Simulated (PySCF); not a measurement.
# H12LaN4 (La(NH3)43+): the cost of one run

The runs use PySCF 2.14.0; PBE, La lcecp-1-SVP with ECP46, N def2-SVP, H def2-SVP; scalar-relativistic core potentials, no spin–orbit coupling.

4 further runs of the same task are left out: 2 for a known fault of the program, 2 that didn't finish.

## (1) Where the work starts

17 atoms, charge 3, spin multiplicity 1.

Bond lengths: La1–N2 2.620 Å, La1–N6 2.620 Å, La1–N10 2.620 Å, La1–N14 2.620 Å, N2–H3 1.020 Å, N2–H4 1.020 Å, N2–H5 1.020 Å, N6–H7 1.020 Å, N6–H8 1.020 Å, N6–H9 1.020 Å, N10–H11 1.020 Å, N10–H12 1.020 Å, N10–H13 1.020 Å, N14–H15 1.020 Å, N14–H16 1.020 Å, N14–H17 1.020 Å. Angles: N2–La1–N6 109.5°, N2–La1–N10 109.5°, N2–La1–N14 109.5°, N6–La1–N10 109.5°, N6–La1–N14 109.5°, N10–La1–N14 109.5°, La1–N2–H3 113.0°, La1–N2–H4 113.0°, La1–N2–H5 113.0°, H3–N2–H4 105.8°, H3–N2–H5 105.8°, H4–N2–H5 105.8°, La1–N6–H7 113.0°, La1–N6–H8 113.0°, La1–N6–H9 113.0°, H7–N6–H8 105.8°, H7–N6–H9 105.8°, H8–N6–H9 105.8° and more.

As a file:

```xyz
17

La    0.0000    0.0000    0.0000
N     1.5127    1.5127    1.5127
H     1.3590    1.3590    2.5092
H     2.5092    1.3590    1.3590
H     1.3590    2.5092    1.3590
N    -1.5127   -1.5127    1.5127
H    -1.3590   -1.3590    2.5092
H    -2.5092   -1.3590    1.3590
H    -1.3590   -2.5092    1.3590
N     1.5127   -1.5127   -1.5127
H     2.1258   -2.1258   -0.9756
H     0.9756   -2.1258   -2.1258
H     2.1258   -0.9756   -2.1258
N    -1.5127    1.5127   -1.5127
H    -2.1258    2.1258   -0.9756
H    -0.9756    2.1258   -2.1258
H    -2.1258    0.9756   -2.1258
```

Formal oxidation states: La +3. The 4f shell is empty and lies in the core potential.

## (2) SCF at the start, singlet

File run.py (the lines that set the calculation):

```python
mol = gto.M(atom='''
La     0.00000     0.00000     0.00000
N      1.51270     1.51270     1.51270
H      1.35900     1.35900     2.50920
H      2.50920     1.35900     1.35900
H      1.35900     2.50920     1.35900
N     -1.51270    -1.51270     1.51270
H     -1.35900    -1.35900     2.50920
H     -2.50920    -1.35900     1.35900
H     -1.35900    -2.50920     1.35900
N      1.51270    -1.51270    -1.51270
H      2.12580    -2.12580    -0.97560
H      0.97560    -2.12580    -2.12580
H      2.12580    -0.97560    -2.12580
N     -1.51270     1.51270    -1.51270
H     -2.12580     2.12580    -0.97560
H     -0.97560     2.12580    -2.12580
H     -2.12580     0.97560    -2.12580''',
    basis={'La': 'lcecp-1-SVP', 'N': 'def2-SVP', 'H': 'def2-SVP'},
    ecp={'La': 'lcecp-1-SVP'},
    charge=3, spin=0)
mf = dft.RKS(mol, xc='PBE')
mf.grids.atom_grid = (50, 194)  # f atoms: unpruned, at least (60, 302)
mf = mf.density_fit()  # fitting sets: La AutoAux, N def2-universal-JKFIT, H def2-universal-JKFIT
mf.conv_tol = 1e-08; mf.max_cycle = 55
mf.kernel(dm0)  # dm0: free metal ions and neutral atoms
```

Command:

```
$ OMP_NUM_THREADS=4 python run.py
```

Q: Estimate wall time and peak memory on 4 threads of Arm Neoverse V2, shared host.

About 4.8 s, with a peak of 0.99 GiB.
